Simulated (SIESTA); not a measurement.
Input of a SIESTA 5.4.2 run:

Contents of Ta4NiO11.fdf:

```
SystemName                      Ta4NiO11
SystemLabel                     Ta4NiO11
NumberOfSpecies                 3
NumberOfAtoms                   16
%block ChemicalSpeciesLabel
  1  73 Ta
  2  28 Ni
  3   8 O
%endblock ChemicalSpeciesLabel

LatticeConstant                 1.0 Ang
%block LatticeVectors
     4.7708900000     0.0000000000     0.0051300000
     0.0000000000     5.8245400000     0.0000000000
    -1.9862800000     0.0000000000     7.2505100000
%endblock LatticeVectors
AtomicCoordinatesFormat         Fractional
%block AtomicCoordinatesAndAtomicSpecies
     0.6048370000     0.5061120000     0.7617430000  1  Ta
     0.3854850000     0.4964360000     0.2389760000  1  Ta
     0.1601180000    -0.0014230000     0.8016050000  1  Ta
     0.8330530000    -0.0039530000     0.2037120000  1  Ta
     0.4995090000     0.0035080000     0.4982950000  2  Ni
     0.3398650000     0.7970320000     0.6506050000  3  O
     0.6683750000     0.8037510000     0.3438390000  3  O
     0.8978820000     0.2525620000     0.8046910000  3  O
     0.0972540000     0.2617190000     0.1951680000  3  O
     0.6759640000     0.2031230000     0.3573550000  3  O
     0.3347880000     0.2025010000     0.6521420000  3  O
     0.1099730000     0.7450660000     0.1959560000  3  O
     0.8926180000     0.7483970000     0.8036600000  3  O
     0.4985460000     0.4952740000    -0.0039670000  3  O
     0.4999840000     0.0054960000     0.0015270000  3  O
     0.4988030000     0.5008690000     0.5089680000  3  O
%endblock AtomicCoordinatesAndAtomicSpecies

%block kgrid.MonkhorstPack
    6   0   0  0.0
    0   5   0  0.0
    0   0   4  0.0
%endblock kgrid.MonkhorstPack
XC.Functional                   GGA
XC.Authors                      PBE
PAO.BasisSize                   DZP
PAO.EnergyShift                 0.003 Ry
Mesh.Cutoff                     800 Ry
Spin                            polarized
%block DM.InitSpin
    1   0.000
    2   0.000
    3   0.000
    4   0.000
    5   1.000
    6   0.000
    7   0.000
    8   0.000
    9   0.000
   10   0.000
   11   0.000
   12   0.000
   13   0.000
   14   0.000
   15   0.000
   16   0.000
%endblock DM.InitSpin
OccupationFunction              FD
ElectronicTemperature           0.05 eV
MaxSCFIterations                200
SCF.MustConverge                false
SCF.Mixer.Method                Pulay
SCF.Mixer.Weight                0.1
SCF.Mixer.History               10
SCF.DM.Tolerance                5.0e-05
SCF.H.Tolerance                 1.0e-03 eV
WriteForces                     true
Charge.Mulliken                 end
%block PAO.Basis
  Ta 5
  n=5 0 2
    3.138 0.000
  n=6 0 2
    7.733 0.000
  n=5 1 2
    3.782 0.000
  n=6 1 1
    7.733
  n=5 2 2
    7.181 0.000
  Ni 5
  n=3 0 2
    2.432 0.000
  n=4 0 2
    7.095 0.000
  n=3 1 2
    2.716 0.000
  n=4 1 1
    7.095
  n=3 2 2
    4.466 0.000
%endblock PAO.Basis
Diag.ParallelOverK              true
```

Potentials or basis: PseudoDojo 0.4 standard (PBE files), DZP (energy shift 0.003 Ry; two zetas on semicore shells).

Command:

```bash
$ mpirun -n 4 siesta Ta4NiO11.fdf > Ta4NiO11.out 2>&1
```

Estimate the band gap on the k mesh.

0.56 eV, indirect (least direct gap 0.63 eV).

Estimate the net moment.

0.00 μB per cell.

Predict the pressure.

3.8 GPa.

What does it give for the largest force?

3.053 eV/Å.

Stress tensor (GPa, compression positive):
```
 3.84  1.68 -1.07
 1.68  4.00 -0.13
-1.07 -0.13  3.56
```

Caveat: short orbitals over semicore shells can move pressures by several GPa; spin-orbit coupling is left out, which moves the levels of the heavy elements; an odd mesh through Γ misses points on the zone boundary, where band edges often lie; the basis of atomic orbitals isn't converged, which shifts pressures, moduli and gaps.
